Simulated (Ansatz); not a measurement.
# C2H6InN: basis-set convergence

One table from this session's results is given with a row withheld; the runs are named, their logs left out.

Computed with Ansatz 0.2.0, Gaussian basis. Level: one geometry, several basis sets.

Plan: PBE0-D4/def2-SVP; ωB97M-V/def2-SVP; PBE0-D4/def2-QZVPP; ωB97M-V/def2-QZVPP; the functionals' def2-TZVPP values are taken from earlier runs.

### The relaxed structure

An earlier PBE0-D4 in a triple-zeta def2 set relaxation fixed the geometry. In takes the def2 core potential; no spin-orbit term is included.

SMILES `CC#[N+][InH3-]`, 10 atoms, charge 0, spin multiplicity 1.

Atoms are counted from 1 here; the program's logs count them from 0.

Bond lengths: C1–C2 1.445 Å, C1–H5 1.091 Å, C1–H6 1.091 Å, C1–H7 1.091 Å, C2–N3 1.145 Å, N3–In4 2.408 Å, In4–H8 1.733 Å, In4–H9 1.733 Å, In4–H10 1.733 Å. Angles: C2–C1–H5 109.8°, C2–C1–H6 109.8°, C2–C1–H7 109.8°, H5–C1–H6 109.2°, H5–C1–H7 109.2°, H6–C1–H7 109.2°, C1–C2–N3 180.0°, C2–N3–In4 180.0°, N3–In4–H8 95.8°, N3–In4–H9 95.8°, N3–In4–H10 95.8°, H8–In4–H9 119.0°, H8–In4–H10 119.0°, H9–In4–H10 119.0°.

The first run:

in.yaml reads:

```yaml
crystal:
  periodic: [false, false, false]
  atoms:
    - {symbol: C, position_ang: [-0.929242, 1.616136, -1.409082]}
    - {symbol: C, position_ang: [-0.351609, 0.616949, -0.540429]}
    - {symbol: N, position_ang: [0.106148, -0.174893, 0.147908]}
    - {symbol: In, position_ang: [1.069797, -1.840607, 1.595898]}
    - {symbol: H, position_ang: [-0.666861, 2.612560, -1.050927]}
    - {symbol: H, position_ang: [-0.548252, 1.488111, -2.423201]}
    - {symbol: H, position_ang: [-2.015208, 1.513339, -1.418711]}
    - {symbol: H, position_ang: [0.513785, -3.205635, 0.685127]}
    - {symbol: H, position_ang: [0.196006, -1.364780, 3.014356]}
    - {symbol: H, position_ang: [2.708536, -1.312479, 1.402062]}
basis:
  gaussian: {orbitals: def2-SVP}
hamiltonian: {xc: pbe0, dispersion: d4}
output: {orbitals: {seedname: orbitals}}
```

Started as:

```sh
> ansatz run in.yaml --threads 4 --pin off --events-out ev --progress --plain --max-ram 10444MiB
```

Among the steps run: PBE0-D4 in def2-SVP; ωB97M-V in def2-SVP; PBE0-D4 in def2-QZVPP; ωB97M-V in def2-QZVPP.

One of the session's tables, all rows but one given; the rest of the session is left out.

It belongs to the step «Density functionals: the series». 

```
functional       basis  HOMO (eV)  LUMO (eV)
   PBE0-D4    def2-SVP      -7.05      -0.18
   PBE0-D4  def2-TZVPP      -7.11      -0.29
   PBE0-D4  def2-QZVPP      -7.12      -0.33
   ωB97M-V    def2-SVP          ?          ?
   ωB97M-V  def2-TZVPP      -9.31       1.13
   ωB97M-V  def2-QZVPP      -9.32       0.65
```

**Question.** Estimate the row for ωB97M-V, def2-SVP.

The run gave: HOMO (eV): -9.19; LUMO (eV): 1.85. In the column «HOMO (eV)» it lies between ωB97M-V, def2-TZVPP (-9.31) and PBE0-D4, def2-QZVPP (-7.12).
